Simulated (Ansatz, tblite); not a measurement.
# Ge17H24 off sphere (Ge₁₇H₂₄): rung by rung

Aim: run the singlet of Ge17H24 off sphere (Ge₁₇H₂₄) at one geometry on many levels, and compare frontier levels, spin and run time.

Method: as each input shows; program: Ansatz 0.2.0, Gaussian basis.

Plan: GFN1-xTB, GFN2-xTB, PBE-D4/def2-TZVP, r2SCAN-D4/def2-TZVP, ωB97M-V/def2-TZVP, PBE-D4/def2-SVP, PBE0-D4/def2-SVP, HF/STO-3G, HF/6-31G, B3LYP-D4/6-31G, MP2/def2-TZVP.

1 further run of the same task is left out (set aside as unsound or not needed). Runs told in other sessions of the task aren't counted.

## Step 1: The structure

The singlet was relaxed beforehand with r2SCAN-D4/def2-SVP.

41 atoms, charge 0, spin multiplicity 1.

Bond lengths: Ge1–Ge9 2.428 Å, Ge1–Ge12 2.426 Å, Ge1–H18 1.543 Å, Ge1–H19 1.540 Å, Ge2–Ge11 2.432 Å, Ge2–Ge13 2.430 Å, Ge2–H20 1.544 Å, Ge2–H21 1.542 Å, Ge3–Ge10 2.431 Å, Ge3–Ge14 2.429 Å, Ge3–Ge15 2.430 Å, Ge3–H22 1.546 Å, Ge4–Ge11 2.438 Å, Ge4–Ge14 2.431 Å, Ge4–Ge16 2.436 Å, Ge4–H23 1.547 Å, Ge5–Ge9 2.434 Å, Ge5–Ge10 2.436 Å and more. Angles: Ge9–Ge1–Ge12 112.1°, Ge9–Ge1–H18 109.2°, Ge9–Ge1–H19 109.4°, Ge12–Ge1–H18 109.0°, Ge12–Ge1–H19 109.5°, H18–Ge1–H19 107.4°, Ge11–Ge2–Ge13 109.2°, Ge11–Ge2–H20 108.6°, Ge11–Ge2–H21 111.4°, Ge13–Ge2–H20 108.7°, Ge13–Ge2–H21 111.1°, H20–Ge2–H21 107.7°, Ge10–Ge3–Ge14 109.1°, Ge10–Ge3–Ge15 109.3°, Ge10–Ge3–H22 109.7°, Ge14–Ge3–Ge15 109.6°, Ge14–Ge3–H22 109.6°, Ge15–Ge3–H22 109.5° and more.

PBE0-D4/def2-TZVP was run before; its log isn't repeated, and its numbers join the tables.

## Step 2: GFN1-xTB

Tight binding, by tblite at 300 K electronic temperature and without a spin-polarisation term:

```python
tblite.interface.Calculator('GFN1-xTB', numbers, positions, charge=0, uhf=0).singlepoint()
```

Energy -1130.7897 eV, HOMO -11.77 eV, LUMO -8.73 eV; 0.3 s.

## Step 3: GFN2-xTB

Tight binding, by tblite at 300 K electronic temperature and without a spin-polarisation term:

```python
tblite.interface.Calculator('GFN2-xTB', numbers, positions, charge=0, uhf=0).singlepoint()
```

Energy -1230.5313 eV, HOMO -10.04 eV, LUMO -5.98 eV; 0.29 s.

## Step 4: PBE-D4/def2-TZVP

start.molden holds the orbitals of an earlier run on this state, given as this run's starting guess.

in.yaml

```yaml
crystal:
  periodic: [false, false, false]
  atoms:
    - {symbol: Ge, position_ang: [-1.907020, -2.889578, 3.088862]}
    - {symbol: Ge, position_ang: [1.279603, -3.009048, -0.133436]}
    - {symbol: Ge, position_ang: [-1.687321, 2.638703, -2.775137]}
    - {symbol: Ge, position_ang: [1.140201, -0.138101, -2.805722]}
    - {symbol: Ge, position_ang: [-1.658074, -0.235723, 0.010348]}
    - {symbol: Ge, position_ang: [1.149476, -0.260578, 2.812611]}
    - {symbol: Ge, position_ang: [1.118830, 2.630573, 0.029742]}
    - {symbol: Ge, position_ang: [3.963265, -0.143071, 0.041961]}
    - {symbol: Ge, position_ang: [-3.105961, -1.575700, 1.436185]}
    - {symbol: Ge, position_ang: [-3.056908, 1.182279, -1.392803]}
    - {symbol: Ge, position_ang: [-0.230281, -1.599806, -1.416954]}
    - {symbol: Ge, position_ang: [-0.266896, -1.568230, 4.293282]}
    - {symbol: Ge, position_ang: [2.573413, -1.620850, 1.384567]}
    - {symbol: Ge, position_ang: [-0.265496, 1.275909, -4.196441]}
    - {symbol: Ge, position_ang: [-0.307657, 4.038563, -1.346949]}
    - {symbol: Ge, position_ang: [2.544358, 1.239906, -1.369779]}
    - {symbol: Ge, position_ang: [-0.245498, 1.167474, 1.417441]}
    - {symbol: H, position_ang: [-2.916025, -3.479218, 4.095666]}
    - {symbol: H, position_ang: [-1.206095, -4.070434, 2.392351]}
    - {symbol: H, position_ang: [2.248892, -3.709282, -1.110223]}
    - {symbol: H, position_ang: [0.512644, -4.105426, 0.632477]}
    - {symbol: H, position_ang: [-2.596266, 3.531020, -3.651696]}
    - {symbol: H, position_ang: [2.048532, -1.016652, -3.698162]}
    - {symbol: H, position_ang: [2.070959, 0.634201, 3.676055]}
    - {symbol: H, position_ang: [2.006656, 3.506530, 0.944531]}
    - {symbol: H, position_ang: [4.926401, -0.974478, -0.830558]}
    - {symbol: H, position_ang: [4.810903, 0.759229, 0.962073]}
    - {symbol: H, position_ang: [-3.980632, -2.501502, 0.565695]}
    - {symbol: H, position_ang: [-4.050327, -0.606797, 2.178061]}
    - {symbol: H, position_ang: [-3.952495, 0.299039, -2.286576]}
    - {symbol: H, position_ang: [-3.979393, 2.028361, -0.490545]}
    - {symbol: H, position_ang: [-1.123580, -2.472770, -2.329238]}
    - {symbol: H, position_ang: [0.593845, -2.489459, 5.181660]}
    - {symbol: H, position_ang: [-1.015960, -0.589645, 5.221018]}
    - {symbol: H, position_ang: [3.472177, -2.516520, 2.267807]}
    - {symbol: H, position_ang: [-1.135462, 0.398517, -5.119746]}
    - {symbol: H, position_ang: [0.613224, 2.178156, -5.086749]}
    - {symbol: H, position_ang: [0.558461, 4.978118, -2.211076]}
    - {symbol: H, position_ang: [-1.203961, 4.913242, -0.446595]}
    - {symbol: H, position_ang: [3.422188, 2.151151, -2.259219]}
    - {symbol: H, position_ang: [-1.162731, 2.021879, 2.325213]}
basis:
  gaussian: {orbitals: def2-TZVP, fitting: {mean_field: def2-universal-jkfit}, initial_orbitals: start.molden}
hamiltonian: {xc: pbe, dispersion: d4}
scf: {omitted_lower_state_checks: [starts]}
output: {orbitals: {seedname: orbitals}}
```

The run is started by

```bash
$ ansatz run in.yaml --threads 11 --pin off --events-out ev --progress --plain --max-ram 166912MiB --backend cuda --devices 0, --max-vram 75GiB
```

The runs that follow: r2SCAN-D4/def2-TZVP; ωB97M-V/def2-TZVP; PBE-D4/def2-SVP; PBE0-D4/def2-SVP; HF/STO-3G; HF/6-31G; B3LYP-D4/6-31G; MP2/def2-TZVP.

Before running them: what should the planned runs give, taken together? Wanted: gap in def2-TZVP, named functionals, smallest and largest; correlation energy, MP2/def2-TZVP; binding an atom, functionals in def2-TZVP; PBE0 total energy, smallest basis above largest.

**Answer**, as computed:

| quantity | value |
| --- | --- |
| gap in def2-TZVP, named functionals, smallest and largest | 4.16 eV (PBE-D4), 9.07 eV (ωB97M-V) |
| correlation energy, MP2/def2-TZVP | -117.58 eV |
| binding an atom, functionals in def2-TZVP | 2.86 (ωB97M-V) to 2.94 eV (r2SCAN-D4) |
| PBE0 total energy, smallest basis above largest | 120.79 eV (def2-SVP, def2-TZVP) |

**Reading.** Orbital gaps of the named functionals in def2-TZVP span 4.16 eV (PBE-D4) to 9.07 eV (ωB97M-V); exact exchange widens it.
